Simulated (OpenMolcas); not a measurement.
# Rh⁵⁺ with 6 ligands (fluoride): CASSCF and CASPT2 levels and susceptibility

Which state of Rh⁵⁺ lies lowest among these ligands, how large is the field, and what χT follows?

Method: state-averaged CASSCF and CASPT2, spin-orbit coupling by RASSI with atomic mean-field integrals. Code: OpenMolcas 26.06.

## (1) The system

| Item | Value |
| --- | --- |
| Species | Rh⁵⁺ (rhodium, Z = 45, 40 electrons) |
| Basis | ANO-RCC-VTZP [7s6p4d2f1g], 152 functions with the ligands |
| Scalar Hamiltonian | DKH2, point nucleus |
| Inactive shells | 1s 2s 2p 3s 3p 3d 4s 4p of the metal, and all ligand shells |
| Active space | 4 electrons in 5 orbitals (4d) |
| Some configurations of this space | 4d4 |
| Orbitals | optimised for each spin and parity, averaged over all roots |

Outer shells as boxes (Hund's rule):

4d4
```
4d [↑ ][↑ ][↑ ][↑ ][  ]
```

Rh⁵⁺ is taken with 6 ligands (fluoride) in octahedron coordination (Oh) at 1.9 Å. A charge of +0.167 e stands 2.8 Å behind each ligand. Ligand basis ANO-RCC-VDZP. The distances are assumed, not relaxed.

```xyz
7

Rh    0.0000    0.0000    0.0000
F     1.9000    0.0000    0.0000
F     0.0000    1.9000    0.0000
F    -1.9000    0.0000    0.0000
F     0.0000   -1.9000    0.0000
F     0.0000    0.0000    1.9000
F     0.0000    0.0000   -1.9000
```

Each step is its own input file, run in one work folder so that later steps find the files of earlier ones. Labels, J, g values, rates, χT and fits are worked out afterwards by a script from the matrices that RASSI stores. The input lists half of the charges; inversion (Group=XYZ) makes the rest.

## (2) GATEWAY and SEWARD: basis and integrals

Contents of a.inp:

```
&GATEWAY
Coord
7

Rh 0.0 0.0 0.0
F 1.900000 0.000000 0.000000
F 0.000000 1.900000 0.000000
F -1.900000 0.000000 0.000000
F 0.000000 -1.900000 0.000000
F 0.000000 0.000000 1.900000
F 0.000000 0.000000 -1.900000
Basis=Rh.ANO-RCC-VTZP,F.ANO-RCC-VDZP
Group=XYZ
NoMove
AngMom=0.0 0.0 0.0
AMFI
RICD
XField
3 Angstrom 0
4.700000 0.000000 0.000000 0.166667
0.000000 4.700000 0.000000 0.166667
0.000000 0.000000 4.700000 0.166667
&SEWARD
```

Command:

```bash
$ OMP_NUM_THREADS=1 MOLCAS_MEM=2457 MOLCAS_PROJECT=a pymolcas a.inp > a.log
```

## (3) CASSCF: quintets of even parity, 5 roots

Contents of a.inp:

```
&RASSCF
FileOrb=start.orb
Symmetry=1
Spin=5
nActEl=4 0 0
Inactive=24 24
Ras2=5 0
CIRoot=5 5 1
SDav=5
CIMx=300
Iter=150 100
PrWF=0.3
OrbListing=Nothing
MaxOrb=0
LevShft=1.0
>>> COPY $Project.JobIph JOB001
```

start.orb holds start orbitals that the driver prepared beforehand, or those of the step before.

## (4) CASSCF: triplets of even parity, 45 roots

Contents of a.inp:

```
&RASSCF
FileOrb=start.orb
Symmetry=1
Spin=3
nActEl=4 0 0
Inactive=24 24
Ras2=5 0
CIRoot=45 45 1
SDav=45
CIMx=300
Iter=150 100
PrWF=0.3
OrbListing=Nothing
MaxOrb=0
LevShft=1.0
>>> COPY $Project.JobIph JOB002
```

## (5) Reference wave functions, singlets of even parity, 50 roots

Contents of a.inp:

```
&RASSCF
FileOrb=start.orb
Symmetry=1
Spin=1
nActEl=4 0 0
Inactive=24 24
Ras2=5 0
CIRoot=50 50 1
SDav=50
CIMx=300
Iter=150 100
PrWF=0.3
OrbListing=Nothing
MaxOrb=0
LevShft=1.0
>>> COPY $Project.JobIph JOB003
```

## (6) State interaction with spin-orbit coupling

Contents of a.inp:

```
&RASSI
NrOfJobIphs=3 5 45 50
1 2 3 4 5
1 2 3 4 5 6 7 8 9 10 11 12 13 14 15 16 17 18 19 20 21 22 23 24 25 26 27
28 29 30 31 32 33 34 35 36 37 38 39 40 41 42 43 44 45
1 2 3 4 5 6 7 8 9 10 11 12 13 14 15 16 17 18 19 20 21 22 23 24 25 26 27
28 29 30 31 32 33 34 35 36 37 38 39 40 41 42 43 44 45 46 47 48 49 50
IphNames
JOB001
JOB002
JOB003
EJob
SpinOrbit
DIPRint=1.0
SOCoupling=1000.0
Subsets=2
Property=9
'ANGMOM' 1 'ANGMOM' 2 'ANGMOM' 3 'MLTPL  1' 1 'MLTPL  1' 2 'MLTPL  1' 3
'AMFI' 1 'AMFI' 2 'AMFI' 3
SOProperty=3
'ANGMOM' 1 'ANGMOM' 2 'ANGMOM' 3
```

## (7) CASPT2: IPEA 0.25, imaginary shift 0.1 (closed shells correlated: 4s 4p of the metal, with ligand shells; the Frozen line counts the rest)

Contents of a.inp:

```
>>> COPY JOB001 $Project.JobIph
&CASPT2
Multistate=5 1 2 3 4 5
NoMult
Frozen=11 9
IPEA=0.25
Imaginary=0.1
MaxIter=60
WThr=0.0 0.3 0.05
PrWF=0.5
NoMix
>>> COPY JOB002 $Project.JobIph
&CASPT2
Multistate=45 1 2 3 4 5 6 7 8 9 10 11 12 13 14 15 16 17 18 19 20 21 22
23 24 25 26 27 28 29 30 31 32 33 34 35 36 37 38 39 40 41 42 43 44 45
NoMult
Frozen=11 9
IPEA=0.25
Imaginary=0.1
MaxIter=60
WThr=0.0 0.3 0.05
PrWF=0.5
NoMix
>>> COPY JOB003 $Project.JobIph
&CASPT2
Multistate=50 1 2 3 4 5 6 7 8 9 10 11 12 13 14 15 16 17 18 19 20 21 22
23 24 25 26 27 28 29 30 31 32 33 34 35 36 37 38 39 40 41 42 43 44 45 46
47 48 49 50
NoMult
Frozen=11 9
IPEA=0.25
Imaginary=0.1
MaxIter=60
WThr=0.0 0.3 0.05
PrWF=0.5
NoMix
```

## (8) CASPT2: IPEA 0.5, imaginary shift 0.1 (closed shells correlated: 4s 4p of the metal, with ligand shells; the Frozen line counts the rest)

Changes to a.inp since step 7:

```diff
@@ -5,3 +5,3 @@
 Frozen=11 9
-IPEA=0.25
+IPEA=0.5
 Imaginary=0.1
@@ -17,3 +17,3 @@
 Frozen=11 9
-IPEA=0.25
+IPEA=0.5
 Imaginary=0.1
@@ -30,3 +30,3 @@
 Frozen=11 9
-IPEA=0.25
+IPEA=0.5
 Imaginary=0.1
```

(Steps that only read results are left out.)

Q: Predict the outcome of this session. Wanted: spin-free ground state; first state of the same spin within the active space; lowest level; next level.

The runs gave:

| quantity | value |
| --- | --- |
| method | SS-CASPT2, IPEA 0.25, imaginary shift 0.1 (closed shells correlated: 4s 4p of the metal, with ligand shells; the Frozen line counts the rest) |
| spin-free ground state | triplet, 3-fold in its orbital part |
| first state of the same spin within the active space | 3E at 26000 cm⁻¹ |
| lowest level | 1-fold |
| next level | 1035.3 cm⁻¹ |
| χT at 300 K | 0.77 cm³ K/mol |
| effective moment at 300 K | 2.48 μB |

Cost by method:

```tsv
method	time of its own steps	time with the reference
A. CASSCF	49 s	49 s
B. SS-CASPT2, IPEA 0.25, imaginary shift 0.1, +4s 4p	5.7 min	6.5 min
C. SS-CASPT2, IPEA 0.5, imaginary shift 0.1, +4s 4p	5.5 min	6.3 min
```

Times are of one thread on a shared host.

**Reading.** The spin-free ground state (triplet) is 3-fold and has less than the highest spin computed. χT at 300 K is 0.77, against 1.00 cm³ K/mol for the spin alone, so spin-orbit coupling lowers it. CASPT2 does not keep the components of a term degenerate, and the means are used. With metal d orbitals alone active, the gaps between spin states are rough; where two lie within a few thousand cm-1, their order is open. The bonds are covalent and no ligand orbital is active, so the numbers are rough.
